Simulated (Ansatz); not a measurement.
# C4H3F3: how energies converge with the basis set

Aim: see how fast density functionals converge with the basis set for C4H3F3.

Program: Ansatz 0.2.0, Gaussian basis. Level of theory: one geometry, several basis sets. These are calculated values, not measurements.

Levels to be run: PBE0-D4/def2-SVP; ωB97M-V/def2-SVP; PBE0-D4/def2-QZVPP; ωB97M-V/def2-QZVPP; the functionals' def2-TZVPP values are taken from earlier runs.

## (1) Structure used throughout

All runs share one geometry, relaxed beforehand with PBE0-D4 in a triple-zeta def2 set.

10 atoms, charge 0, spin multiplicity 1.

Atoms are counted from 1 here; the program's logs count them from 0.

Bond lengths: F1–C2 1.311 Å, C2–C3 1.330 Å, C2–C6 1.491 Å, C3–C4 1.503 Å, C3–H8 1.080 Å, C4–F5 1.375 Å, C4–C6 1.552 Å, C4–H9 1.092 Å, C6–F7 1.370 Å, C6–H10 1.092 Å. Angles: F1–C2–C3 134.0°, F1–C2–C6 129.0°, C3–C2–C6 97.0°, C2–C3–C4 91.3°, C2–C3–H8 135.8°, C4–C3–H8 132.8°, C3–C4–F5 115.5°, C3–C4–C6 87.6°, C3–C4–H9 116.7°, F5–C4–C6 114.7°, F5–C4–H9 108.2°, C6–C4–H9 113.1°, C2–C6–C4 83.6°, C2–C6–F7 116.5°, C2–C6–H10 116.6°, C4–C6–F7 116.5°, C4–C6–H10 113.1°, F7–C6–H10 108.9°.

## (2) PBE0-D4 in def2-SVP

The input, in.yaml:

```yaml
crystal:
  periodic: [false, false, false]
  atoms:
    - {symbol: F, position_ang: [-0.061633, -0.935100, -2.217988]}
    - {symbol: C, position_ang: [-0.075048, -0.528680, -0.971324]}
    - {symbol: C, position_ang: [-0.284031, -1.132937, 0.194710]}
    - {symbol: C, position_ang: [0.064443, 0.120998, 0.946688]}
    - {symbol: F, position_ang: [-0.920318, 0.608910, 1.773304]}
    - {symbol: C, position_ang: [0.172183, 0.837259, -0.426126]}
    - {symbol: F, position_ang: [1.382409, 1.404669, -0.724937]}
    - {symbol: H, position_ang: [-0.585083, -2.119918, 0.512682]}
    - {symbol: H, position_ang: [1.004836, 0.115161, 1.501824]}
    - {symbol: H, position_ang: [-0.614459, 1.578338, -0.585833]}
basis:
  gaussian: {orbitals: def2-SVP}
hamiltonian: {xc: pbe0, dispersion: d4}
output: {orbitals: {seedname: orbitals}}
```

The run is started by

```
ansatz run in.yaml --threads 4 --pin off --events-out ev --progress --plain --max-ram 10444MiB
```

The runs that follow: ωB97M-V in def2-SVP; PBE0-D4 in def2-QZVPP; ωB97M-V in def2-QZVPP.

Q: Predict the results of all the runs planned. Wanted: PBE0-D4: double and triple zeta above quadruple; ωB97M-V: double and triple zeta above quadruple.

The runs gave:

```
                                       quantity           value
PBE0-D4: double and triple zeta above quadruple  15.23, 0.64 eV
ωB97M-V: double and triple zeta above quadruple  15.57, 0.60 eV
```

For PBE0-D4 the step from double to triple zeta gains 14.59 eV and the next only 0.64 eV. Total energies overstate the basis error of differences, where much of it tends to cancel.
